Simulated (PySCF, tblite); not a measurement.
# C₄H₇F₃OSi₂: geometry, infrared bands and NMR shifts

Wanted: the infrared bands and NMR shifts of C₄H₇F₃OSi₂ (`C=C[Si@H](C(=O)[SiH3])C(F)(F)F`), by calculation.

Computed with tblite 0.8.0 and PySCF 2.14.0, with density-fitted response routines of our own, on a single molecule in the gas phase. Atoms count from 0, in the outputs and in this text.

## 1. Starting geometry

17 atoms, charge 0, multiplicity 1; geometry from: force field or distance geometry start.

Bonds of the start (Å): C0–C1 1.32, C1–Si2 1.84, Si2–C3 1.82, C3–O4 1.24, C3–Si5 1.84, Si2–C6 1.86, C6–F7 1.40, C6–F8 1.39, C6–F9 1.37, C0–H10 1.09, C0–H11 1.08, C1–H12 1.09, Si2–H13 1.49, Si5–H14 1.49, Si5–H15 1.47, Si5–H16 1.46.

## 2. Relaxing the molecule with GFN2-xTB

The job: settings as JSON, then the geometry in Å.

```
{"job": {"kind": "relax", "xc": "GFN2-xTB", "basis": "xTB"}, "charge": 0, "multiplicity": 1}
C     -2.507700    -1.376400    -0.653800
C     -1.911100    -0.727400     0.330700
Si    -0.363500     0.183400    -0.070600
C      1.127200    -0.552400     0.670500
O      1.027800    -1.079400     1.787400
Si     2.745600    -0.533100    -0.204400
C     -0.404900     1.978500     0.397000
F      0.525100     2.268900     1.407600
F      0.026100     2.689700    -0.721300
F     -1.633600     2.441400     0.782300
H     -3.431000    -1.949400    -0.524600
H     -2.084600    -1.324500    -1.644500
H     -2.296500    -0.747300     1.352600
H     -0.194500     0.119500    -1.551000
H      3.242200     0.869500    -0.081100
H      3.704700    -1.511200     0.331500
H      2.421700    -0.737900    -1.618200
```

Started as:

```
> OMP_NUM_THREADS=1 python probes_run.py task.json out
```

One launch serves the whole session: the jobs run in the order shown.

**Question.** This job is followed by: GFN2-xTB harmonic vibrations, gas phase; GIAO PBE0/pcSseg-1 NMR shielding, non-relativistic, gas phase. Predict these results of the whole session: strongest single infrared mode (GFN2-xTB); zero-point energy (GFN2-xTB); 13C shifts against TMS (PBE0/pcSseg-1); 1H shifts against TMS (PBE0/pcSseg-1, means over atoms taken as alike); 29Si shifts against TMS (PBE0/pcSseg-1); 17O shifts against H2O (PBE0/pcSseg-1); 19F shifts against CFCl3 (PBE0/pcSseg-1, means over atoms taken as alike).

The runs gave:

| quantity | value |
| --- | --- |
| strongest single infrared mode (GFN2-xTB) | 2308 cm⁻¹, 301 km/mol |
| zero-point energy (GFN2-xTB) | 59.5 kcal/mol |
| 13C shifts against TMS (PBE0/pcSseg-1) | 312.0, 152.2, 140.2, 130.1 ppm |
| 1H shifts against TMS (PBE0/pcSseg-1, means over atoms taken as alike) | 6.78, 6.72, 6.28, 4.34, 4.30 ppm |
| 29Si shifts against TMS (PBE0/pcSseg-1) | -72.1, -80.4 ppm |
| 17O shifts against H2O (PBE0/pcSseg-1) | 1180.3 ppm |
| 19F shifts against CFCl3 (PBE0/pcSseg-1, means over atoms taken as alike) | -72.3 ppm |

The optimisation took 246 steps and gained 0.769 eV; among the close pairs (by a distance rule), Si2–C3 changed most, from 1.820 to 1.942 Å. All 45 modes are real, so the xTB geometry is a minimum. The strongest single mode, at 2308 cm⁻¹, moves mainly H14. GFN2-xTB is a fitted tight-binding method: band positions and strengths are rough. Its intensities can rank the bands wrongly. At PBE0/pcSseg-1: Shielding is most anisotropic at O4 (span 2764 ppm, paramagnetic term -1245 ppm).
